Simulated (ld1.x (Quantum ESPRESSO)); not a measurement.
# B: generating and testing an RRKJ potential

Task: generate the file, and judge it by its errors in other configurations, its logarithmic derivatives, its ghosts and its cutoff.

The numbers are computed with ld1.x (Quantum ESPRESSO) 7.5 (PBEsol, non-relativistic, spin-unpolarised reference atom).

**1. Settings**

Typed settings, in words:

```json
{
  "element": "boron (B, Z = 5)",
  "type": "norm-conserving RRKJ (Kleinman–Bylander form)",
  "frozen core": "[He]",
  "valence charge": "3",
  "reference configuration": "2s1.75 2p1.25",
  "partial waves": "2s (bound): rc 1.15 bohr; 2p (bound): rc 2.45 bohr; 3d channel at -0.15 Ry: rc 2.15 bohr",
  "local potential": "the d channel",
  "core correction": "a·sin(br)/r model core inside 0.90 bohr"
}
```

The nodes and maxima of the atom's own shells, from an earlier all-electron run, set the scale for the radii.

All-electron outer shells of the reference configuration (PBEsol, non-relativistic, ld1.x):

| shell | level (eV) | outermost node (bohr) | outermost maximum (bohr) |
| --- | --- | --- | --- |
| 1s | -179.80 | – | 0.21 |
| 2s | -9.49 | 0.46 | 1.52 |
| 2p | -3.68 | – | 1.57 |

**2. Generating the potential**

The input, B.in:

```
 &input
   title='B', zed=5., rel=0, dft='PBESOL', iswitch=3,
   config='[He] 2s1.75 2p1.25 3d-2',
   nld=3, rlderiv=2.65, eminld=-3.0, emaxld=5.0, deld=0.02
 /
 &inputp
   pseudotype=2, tm=.false., lloc=2,
   nlcc=.true., rcore=0.90,
   file_pseudopw='B.UPF', file_wfcaegen='ae.wfc', file_wfcncgen='nc.wfc', file_beta='beta', file_chi='chi'
 /
3
2S  1  0   1.75   0.00  1.15  1.15  0.0
2P  2  1   1.25   0.00  2.45  2.45  0.0
3D  3  2  -2.00  -0.15  2.15  2.15  0.0
 &test
   configts(1)='2s1.75 2p1.25'
 /
```

Command:

```console
$ ld1.x < B.in > B.out
```

The output, B.out (without the banner and most projector matrices):

```text
     Program LD1 v.7.5
     --------------------------- All-electron run ----------------------------

     B

     atomic number is  5.00
     dft =PBESOL   lsd =0 sic =0 latt =0  beta=0.20 tr2=1.0E-14
     Exchange-correlation= PBESOL
                           (   1   4  10   8   0   0   0)
     mesh =1059 r(mesh) = 101.04461 a.u. xmin = -7.00 dx = 0.01250
     1 Ry =  13.60569312 eV

     n l     nl                  e(Ry)          e(Ha)          e(eV)
     1 0     1S 1( 2.00)       -13.2149        -6.6074      -179.7973
     2 0     2S 1( 1.75)        -0.6973        -0.3486        -9.4872
     2 1     2P 1( 1.25)        -0.2705        -0.1352        -3.6801

     final scf error:  4.7E-15 reached in  32 iterations

     Etot =     -48.818001 Ry,     -24.409000 Ha,    -664.202734 eV

     Ekin =      48.586247 Ry,      24.293124 Ha,     661.049569 eV
     Encl =    -113.091319 Ry,     -56.545659 Ha,   -1538.685777 eV
     Eh   =      22.968867 Ry,      11.484434 Ha,     312.507361 eV
     Exc  =      -7.281796 Ry,      -3.640898 Ha,     -99.073887 eV

     normalization and overlap integrals

     s(1S/1S) =  1.000000  <r> =   0.3303  <r2> =    0.1482  r(max) =   0.2103
     s(2S/2S) =  1.000000  <r> =   1.9557  <r2> =    4.6120  r(max) =   1.5152
     s(2P/2P) =  1.000000  <r> =   2.2878  <r2> =    6.7817  r(max) =   1.5731

     ------------------------ End of All-electron run ------------------------

     --------------------- Generating NC pseudopotential ---------------------

      Generating local pot.: lloc=2, matching radius rcloc =   2.1500

      Computing core charge for nlcc:

       r > 0.91 : true rho core
       r < 0.91 : rho core = a sin(br)/r    a=   0.51  b=   3.02

      Integrated core pseudo-charge :   0.19

      Wfc   2S  rcut= 1.151  Estimated cut-off energy=       91.02 Ry
      This function has    0 nodes for 0 < r <    1.151

      Wfc   2P  rcut= 2.436  Estimated cut-off energy=       29.73 Ry
      This function has    0 nodes for 0 < r <    2.436

     ------------------- End of pseudopotential generation -------------------

     [... the all-electron block is printed once more ...]


     Computing logarithmic derivative in   2.64278
     Computing logarithmic derivative in   2.64278
     Computing the partial wave expansion
     R is outside the sphere for l=    0 j= 0.00
     R is outside the sphere for l=    1 j= 0.00
       no projector for channel:   2

     ---------------------- Testing the pseudopotential ----------------------

     B

     atomic number is  5.00   valence charge is  3.00
     dft =PBESOL   lsd =0 sic =0 latt =0  beta=0.20 tr2=1.0E-14
     mesh =1059 r(mesh) = 101.04461 xmin = -7.00 dx = 0.01250

     n l     nl             e AE (Ry)        e PS (Ry)    De AE-PS (Ry)
     1 0     2S   1( 1.75)       -0.69729       -0.69729        0.00000
     2 1     2P   1( 1.25)       -0.27049       -0.27049        0.00000

     eps = 1.5E-16  iter =  1

     Etot =     -48.818001 Ry,     -24.409000 Ha,    -664.202734 eV
     Etotps =    -5.173321 Ry,      -2.586661 Ha,     -70.386619 eV

     Ekin =       2.627744 Ry,       1.313872 Ha,      35.752276 eV
     Encl =     -10.416297 Ry,      -5.208148 Ha,    -141.720940 eV
     Ehrt =       3.929226 Ry,       1.964613 Ha,      53.459843 eV
     Ecxc =      -1.739207 Ry,      -0.869604 Ha,     -23.663118 eV
     (Ecc =      -0.130178 Ry,      -0.065089 Ha,      -1.771166 eV)
     Epseu=       0.425213 Ry,       0.212607 Ha,       5.785319 eV

     ---------------------- End of pseudopotential test ----------------------
```

Wall time 0.57 s (1 thread, shared host). (Generation and the later configuration tests together.)

Partial waves on a coarse radial grid (AE all-electron, PS pseudo):

| r (bohr) | 2p AE | 2p PS |
| --- | --- | --- |
| 0.123 | 0.0389 | 0.0147 |
| 0.245 | 0.1185 | 0.0568 |
| 0.368 | 0.2094 | 0.1224 |
| 0.490 | 0.2962 | 0.2037 |
| 0.613 | 0.3743 | 0.2941 |
| 0.735 | 0.4406 | 0.3840 |
| 0.858 | 0.4965 | 0.4674 |
| 0.980 | 0.5414 | 0.5374 |
| 1.103 | 0.5760 | 0.5919 |
| 1.225 | 0.6007 | 0.6289 |
| 1.348 | 0.6170 | 0.6499 |
| 1.470 | 0.6256 | 0.6572 |
| 1.593 | 0.6279 | 0.6541 |
| 1.715 | 0.6249 | 0.6440 |
| 1.838 | 0.6175 | 0.6295 |
| 1.960 | 0.6066 | 0.6130 |
| 2.083 | 0.5928 | 0.5955 |
| 2.205 | 0.5769 | 0.5777 |
| 2.328 | 0.5592 | 0.5593 |
| 2.450 | 0.5404 | 0.5404 |
| 2.573 | 0.5205 | 0.5205 |
| 2.695 | 0.5003 | 0.5003 |
| 2.818 | 0.4796 | 0.4796 |
| 2.940 | 0.4590 | 0.4590 |
| 3.063 | 0.4383 | 0.4383 |
| 3.185 | 0.4181 | 0.4181 |

**3. Configuration tests**

The input, B.test.in:

```
 &input
   title='B', zed=5., rel=0, dft='PBESOL', iswitch=2,
   config='[He] 2s1.75 2p1.25 3d-2'
 /
 &test
   file_pseudo='B.UPF', nconf=8,
   configts(1)='2s1.75 2p1.25',
   configts(2)='2s2 2p1',
   configts(3)='2s2 2p0',
   configts(4)='2s1 2p0',
   configts(5)='2s1 2p2',
   configts(6)='2s2 2p0.5',
   configts(7)='2s0 2p3',
   configts(8)='2s1 2p1'
 /
```

Command:

```console
$ ld1.x < B.test.in > B.test.out
```

B.test.out, the pseudopotential blocks:

```text
     ---------------------- Testing the pseudopotential ----------------------

     B

     atomic number is  5.00   valence charge is  3.00
     dft =PBESOL   lsd =0 sic =0 latt =0  beta=0.20 tr2=1.0E-14
     mesh =1059 r(mesh) = 101.04461 xmin = -7.00 dx = 0.01250

     n l     nl             e AE (Ry)        e PS (Ry)    De AE-PS (Ry)
     1 0     2S   1( 1.75)       -0.69729       -0.69729       -0.00000
     2 1     2P   1( 1.25)       -0.27049       -0.27049       -0.00000

     eps = 8.9E-15  iter = 15

     Etot =     -48.818001 Ry,     -24.409000 Ha,    -664.202734 eV
     Etotps =    -5.173321 Ry,      -2.586660 Ha,     -70.386617 eV

     Ekin =       2.627744 Ry,       1.313872 Ha,      35.752279 eV
     Encl =     -10.416297 Ry,      -5.208149 Ha,    -141.720941 eV
     Ehrt =       3.929226 Ry,       1.964613 Ha,      53.459844 eV
     Ecxc =      -1.739207 Ry,      -0.869604 Ha,     -23.663118 eV
     (Ecc =      -0.130178 Ry,      -0.065089 Ha,      -1.771166 eV)
     Epseu=       0.425213 Ry,       0.212607 Ha,       5.785319 eV

     ---------------------- End of pseudopotential test ----------------------

     ---------------------- Testing the pseudopotential ----------------------

     B

     [...]
     n l     nl             e AE (Ry)        e PS (Ry)    De AE-PS (Ry)
     1 0     2S   1( 2.00)       -0.68771       -0.68716       -0.00055
     2 1     2P   1( 1.00)       -0.26145       -0.26117       -0.00027

     eps = 9.9E-15  iter = 13

     Etot =     -48.924638 Ry,     -24.462319 Ha,    -665.653607 eV
     Etotps =    -5.279922 Ry,      -2.639961 Ha,     -71.836993 eV
     dEtot_ae =      -0.106637 Ry
     dEtot_ps =      -0.106601 Ry,   Delta E=      -0.000036 Ry

     [...]
     ---------------------- End of pseudopotential test ----------------------

     ---------------------- Testing the pseudopotential ----------------------

     B

     [...]
     n l     nl             e AE (Ry)        e PS (Ry)    De AE-PS (Ry)
     1 0     2S   1( 2.00)       -1.42385       -1.41746       -0.00640  !
     2 1     2P   1( 0.00)       -0.97378       -0.96351       -0.01028  !

     eps = 9.2E-15  iter = 11

     Etot =     -48.326235 Ry,     -24.163117 Ha,    -657.511923 eV
     Etotps =    -4.685099 Ry,      -2.342549 Ha,     -63.744018 eV
     dEtot_ae =       0.491766 Ry
     dEtot_ps =       0.488222 Ry,   Delta E=       0.003544 Ry

     [...]
     ---------------------- End of pseudopotential test ----------------------

     ---------------------- Testing the pseudopotential ----------------------

     B

     [...]
     n l     nl             e AE (Ry)        e PS (Ry)    De AE-PS (Ry)
     1 0     2S   1( 1.00)       -2.29827       -2.28601       -0.01226  !
     2 1     2P   1( 0.00)       -1.85727       -1.82445       -0.03282  !

     eps = 5.5E-15  iter = 11

     Etot =     -46.470064 Ry,     -23.235032 Ha,    -632.257424 eV
     Etotps =    -2.837937 Ry,      -1.418968 Ha,     -38.612099 eV
     dEtot_ae =       2.347937 Ry
     dEtot_ps =       2.335384 Ry,   Delta E=       0.012553 Ry

     [...]
     ---------------------- End of pseudopotential test ----------------------

     ---------------------- Testing the pseudopotential ----------------------

     B

     [...]
     n l     nl             e AE (Ry)        e PS (Ry)    De AE-PS (Ry)
     1 0     2S   1( 1.00)       -0.72331       -0.72504        0.00173
     2 1     2P   1( 2.00)       -0.29528       -0.29613        0.00085

     eps = 7.0E-15  iter =  9

     Etot =     -48.497396 Ry,     -24.248698 Ha,    -659.840682 eV
     Etotps =    -4.852393 Ry,      -2.426196 Ha,     -66.020165 eV
     dEtot_ae =       0.320605 Ry
     dEtot_ps =       0.320928 Ry,   Delta E=      -0.000323 Ry

     [...]
     ---------------------- End of pseudopotential test ----------------------

     ---------------------- Testing the pseudopotential ----------------------

     B

     [...]
     n l     nl             e AE (Ry)        e PS (Ry)    De AE-PS (Ry)
     1 0     2S   1( 2.00)       -1.03061       -1.02873       -0.00188
     2 1     2P   1( 0.50)       -0.58884       -0.58610       -0.00274

     eps = 8.7E-15  iter = 10

     Etot =     -48.714690 Ry,     -24.357345 Ha,    -662.797127 eV
     Etotps =    -5.070584 Ry,      -2.535292 Ha,     -68.988813 eV
     dEtot_ae =       0.103310 Ry
     dEtot_ps =       0.102737 Ry,   Delta E=       0.000573 Ry

     [...]
     ---------------------- End of pseudopotential test ----------------------

     ---------------------- Testing the pseudopotential ----------------------

     B

     [...]
     n l     nl             e AE (Ry)        e PS (Ry)    De AE-PS (Ry)
     1 0     2S   1( 0.00)       -0.75298       -0.75720        0.00421
     2 1     2P   1( 3.00)       -0.32403       -0.32608        0.00205

     eps = 4.9E-15  iter = 20

     Etot =     -48.068841 Ry,     -24.034420 Ha,    -654.009893 eV
     Etotps =    -4.422328 Ry,      -2.211164 Ha,     -60.168839 eV
     dEtot_ae =       0.749160 Ry
     dEtot_ps =       0.750993 Ry,   Delta E=      -0.001833 Ry

     [...]
     ---------------------- End of pseudopotential test ----------------------

     ---------------------- Testing the pseudopotential ----------------------

     B

     [...]
     n l     nl             e AE (Ry)        e PS (Ry)    De AE-PS (Ry)
     1 0     2S   1( 1.00)       -1.43138       -1.43409        0.00271
     2 1     2P   1( 1.00)       -0.98231       -0.98028       -0.00202

     eps = 7.0E-16  iter =  9

     Etot =     -47.876626 Ry,     -23.938313 Ha,    -651.394675 eV
     Etotps =    -4.231219 Ry,      -2.115609 Ha,     -57.568666 eV
     dEtot_ae =       0.941375 Ry
     dEtot_ps =       0.942102 Ry,   Delta E=      -0.000727 Ry

     [...]
     ---------------------- End of pseudopotential test ----------------------
```

The tests as a table, with energies relative to 2s1.75 2p1.25.

| valence configuration | charge | ΔE all-electron (eV) | error AE − PS (meV) |
| --- | --- | --- | --- |
| 2s2 2p1 | 0 | -1.451 | -0.5 |
| 2s2 2p0 | +1 | 6.691 | +48 |
| 2s1 2p0 | +2 | 31.945 | +171 |
| 2s1 2p2 | 0 | 4.362 | -4.4 |
| 2s2 2p0.5 | +0.5 | 1.406 | +7.8 |
| 2s0 2p3 | 0 | 10.193 | -25 |
| 2s1 2p1 | +1 | 12.808 | -9.9 |

**4. Does it scatter like the atom?**

Taken from the files of the generation run. The phase is arctan(r·u′/u) with u = r·R, unwrapped, with energies in Ry. A pole is an energy at which the radial function vanishes at the test radius. The pseudo phase is shifted by a multiple of π to meet the all-electron one at the reference energy. Levels narrower than the energy grid can be missing from the poles. The last column is the largest difference on the grid between −1 and +1 Ry.

| channel | radius (bohr) | reference (Ry) | poles AE | poles PS | window around the reference with phases within 0.05 rad (Ry) | largest difference near zero (rad) |
| --- | --- | --- | --- | --- | --- | --- |
| s | 2.64 | -0.70 | -0.11 | -0.11 | below 1.8 | 0.004 |
| p | 2.64 | -0.27 | 0.33, 4.93 | 0.34 | below 1.5 | 0.011 |
| d | 2.64 | -0.15 | 3.06 | 3.08 | the whole range | 0.001 |

Phases (rad) along the scan:

| E (Ry) | p AE | p PS | s AE | s PS |
| --- | --- | --- | --- | --- |
| -3.00 | 1.338 | 1.338 | 1.317 | 1.317 |
| -2.52 | 1.313 | 1.313 | 1.280 | 1.280 |
| -2.04 | 1.276 | 1.276 | 1.220 | 1.219 |
| -1.56 | 1.215 | 1.216 | 1.089 | 1.089 |
| -1.08 | 1.090 | 1.091 | 0.562 | 0.562 |
| -0.60 | 0.619 | 0.621 | -1.181 | -1.181 |
| -0.12 | -1.143 | -1.142 | -1.568 | -1.569 |
| 0.36 | -1.585 | -1.581 | -1.706 | -1.707 |
| 0.84 | -1.750 | -1.739 | -1.813 | -1.818 |
| 1.32 | -1.911 | -1.879 | -1.954 | -1.967 |
| 1.80 | -2.219 | -2.107 | -2.240 | -2.291 |
| 2.28 | -3.187 | -2.715 | -3.061 | -3.250 |
| 2.76 | -4.152 | -3.831 | -4.033 | -4.141 |
| 3.24 | -4.445 | -4.308 | -4.377 | -4.431 |
| 3.72 | -4.569 | -4.485 | -4.519 | -4.556 |
| 4.20 | -4.640 | -4.576 | -4.598 | -4.630 |
| 4.68 | -4.691 | -4.634 | -4.650 | -4.681 |

**5. Plane-wave convergence, by spherical Bessel functions**

This step uses the generator's waves and projectors in a separate script. Basis: spherical Bessel functions vanishing at 20 bohr, q² up to the cutoff; potential fixed at the reference.

All-electron valence levels (Ry): 2s -0.6973, 2p -0.2705. The lowest levels of each channel (Ry) by cutoff; the last column sums, over occupied levels, occupation times the distance from the level at 400 Ry. A positive value at high cutoff is not a bound level.

| cutoff (Ry) | s #1 | p #1 | d #1 | f #1 | Σ f·Δε (mRy) |
| --- | --- | --- | --- | --- | --- |
| 8 | -0.6464 | -0.2166 | 0.0663 | 0.1129 | 156.4 |
| 10 | -0.6583 | -0.2408 | 0.0663 | 0.1129 | 105.4 |
| 15 | -0.6792 | -0.2676 | 0.0663 | 0.1129 | 35.3 |
| 18 | -0.6891 | -0.2698 | 0.0663 | 0.1129 | 15.3 |
| 21 | -0.6930 | -0.2704 | 0.0663 | 0.1129 | 7.7 |
| 25 | -0.6953 | -0.2705 | 0.0663 | 0.1129 | 3.6 |
| 30 | -0.6968 | -0.2705 | 0.0663 | 0.1129 | 0.9 |
| 35 | -0.6972 | -0.2705 | 0.0663 | 0.1129 | 0.2 |
| 40 | -0.6973 | -0.2705 | 0.0663 | 0.1129 | 0.1 |
| 400 | -0.6973 | -0.2705 | 0.0663 | 0.1129 | 0.0 |

The sum stays within 10 mRy from 21 Ry and within 1 mRy from 30 Ry. The sum leaves out empty levels, which can need more. Ghost test: no level below the all-electron spectrum of its channel (s, p, d, f tested).

**6. What came out**

| quantity | value |
| --- | --- |
| cutoffs for 10 and 1 mRy, occupied levels | 21 Ry and 30 Ry |
| bound ghosts | none found |
| largest test error (AE − PS) | +171 meV, for 2s1 2p0 |
| largest phase difference near zero energy, channels read | 0.011 rad |

The worst unpolarised test, 2s1 2p0, is off by 171 meV on 31.9 eV; by total energies transferability rates as poor. It counts as soft on the atom at that tolerance, with 21 Ry needed at the looser tolerance. The slowest occupied level is 2s: taken alone it needs 30 Ry to come within 1 mRy, against 18 Ry for 2p. The Bessel-basis test finds no level below the valence levels. Near zero energy the phases of the channels with partial waves agree within 0.011 rad. All of this concerns the isolated atom, not yet a solid.
